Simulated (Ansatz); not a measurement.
Runs of Ansatz 0.2.0 on AlSn. Symmetry: P-6m2, No. 187, hexagonal system. Conventional cell: a = 4.198 Å, b = 4.198 Å, c = 3.307 Å, α = 90.00°, β = 90.00°, γ = 120.00°. Sn (site symmetry -6m2) has 6 Al at 2.93 Å and 2 Sn at 3.31 Å as nearest neighbours. Al (site symmetry -6m2) is surrounded by 6 Sn at 2.93 Å and 2 Al at 3.31 Å. The cell comes from a database or a generator and needn't be the stable form of this composition.

| task | level | potentials or basis | cell | cutoff (eV) | smearing | basis error allowed | gap on the mesh (eV) | pressure (GPa) | V0 of scaled cells (Å³/atom) | B0 (GPa) |
| --- | --- | --- | --- | --- | --- | --- | --- | --- | --- | --- |
| equation of state | RPBE+D4 | all-electron LAPW, scalar-relativistic | as given | - | methfessel-paxton 0.2 eV | 0.001 eV/atom | - | - | (b) | 58 |
| single point | PBEsol | all-electron LAPW, scalar-relativistic | the cell as VASP's run set it | 175 | gaussian 0.02 eV | 0.001 eV/atom | none | -1.8 | - | - |
| band structure | PBEsol | all-electron LAPW, inner shells corrected to Dirac's equation | as given | 175 | fermi-dirac 0.05 eV | 0.001 eV/atom | - | -1.8 | - | - |
| band structure | PBEsol | all-electron LAPW, non-relativistic | as given | 174 | fermi-dirac 0.05 eV | 0.001 eV/atom | - | -1.4 | - | - |
| single point | RPBE | all-electron LAPW, scalar-relativistic | the cell as VASP's run set it | 174 | gaussian 0.02 eV | 0.001 eV/atom | none | 1.5 | - | - |
| equation of state | PBE | all-electron LAPW, scalar-relativistic | as given | - | fermi-dirac 0.05 eV | 0.0005 eV/atom | - | - | 25.36 | 50 |
| single point | PBEsol | all-electron LAPW, scalar-relativistic | as given | 175 | fermi-dirac 0.05 eV | 0.001 eV/atom | none | -1.8 | - | - |
| equation of state | PBEsol | all-electron LAPW, scalar-relativistic | as given | - | fermi-dirac 0.05 eV | 0.0005 eV/atom | - | - | 24.38 | (a) |

Alike in all rows: no spin polarisation; k mesh 7 × 7 × 8.

Problem. Estimate the missing entries.

Solution. (a) 57; (b) 24.10.

Caveats: the cell was scaled at fixed shape and fractional positions, which overstates the stiffness of a crystal with free parameters, most of all of layers and chains (some runs); relativity is left out, which matters for the heavier elements (some runs).

A k mesh can miss the band edges, and the runs leave out spin-orbit coupling on Sn.

A gap of «none» marks a metal or a gap under the smearing width.

Not every run made on this cell is shown here.
